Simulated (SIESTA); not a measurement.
# Mg6MnSi: single point with PBE

Mg6MnSi:

```
Mn Si Mg
1.0
     4.78862    0.00000    0.00000
     0.00000    3.09474    5.30430
     0.00000   -3.09474    5.30430
Mn Si Mg
1 1 6
Direct
  0.99584 0.82076 0.82370
  0.50168 0.67416 0.67980
  0.50138 0.16468 0.17321
  0.49213 0.66363 0.15528
  0.48787 0.15288 0.67556
  0.99940 0.33732 0.32986
  0.00845 0.82274 0.35063
  0.99939 0.34827 0.82013
```

The cell comes from a database or a generator and needn't be the stable form of this composition.

The cell isn't the ideal one: atoms moved at random, drawn with an rms of 0.05 Å.

- Program: SIESTA 5.4.2
- Task: single point
- Functional: PBE
- Potentials or basis: PseudoDojo 0.4 standard (PBE files)
- Basis: DZP (energy shift 0.003 Ry; two zetas on semicore shells)
- Grid cutoff: 800 Ry
- Energy shift: 0.003 Ry
- k mesh: 6 × 5 × 5
- Occupations: fermi-dirac, width 0.05 eV
- Spin: collinear spin, ferromagnetic start
- Starting moments: [4.0, 0.0, 0.0, 0.0, 0.0, 0.0, 0.0, 0.0] μB

* Pressure: 2.1 GPa
* Largest force: 0.490 eV/Å
* Band gap on the k mesh: none (metal or under the smearing width)
* Net moment: 3.43 μB per cell
* Site moments: Mn +4.09; Si -0.10; Mg +0.09, -0.13, -0.15, -0.12 μB

Forces in eV/Å, atoms in the order of the input:
```
Mn  -0.081  0.029  0.079
Si   0.016  0.036  0.048
Mg   0.054 -0.013 -0.166
Mg   0.228  0.049  0.190
Mg   0.248  0.065 -0.046
Mg  -0.161 -0.129 -0.090
Mg  -0.213  0.430 -0.056
Mg  -0.090 -0.479  0.054
```

Stress tensor (GPa, compression positive):
```
 1.66  0.13 -0.20
 0.13  2.32  0.13
-0.20  0.13  2.27
```

Levels at points of the mesh, in eV from the Fermi level:
Spin up:
```tsv
k point	band 39	band 40	band 41	band 42	band 43	band 44
(0.00, 0.00, 0.00)	-2.11	-1.71	-1.67	-0.53	1.75	3.12
(0.50, 0.00, 0.00)	-1.76	-1.28	-1.09	-0.94	-0.24	-0.08
```
Spin down:
```tsv
k point	band 35	band 36	band 37	band 38	band 39	band 40	band 41	band 42
(0.00, 0.00, 0.00)	-2.42	-2.38	-1.26	-0.21	0.33	0.97	1.03	1.66
(0.50, 0.00, 0.00)	-1.46	-1.30	-1.18	-1.02	-0.94	-0.66	-0.36	-0.17
```

Run time: 3.5 min on 1 thread of Arm Neoverse V2, with other jobs on the host, peak memory 0.65 GiB.

Caveat: short orbitals over semicore shells can move pressures by several GPa; the basis of atomic orbitals isn't converged, which shifts pressures, moduli and gaps.
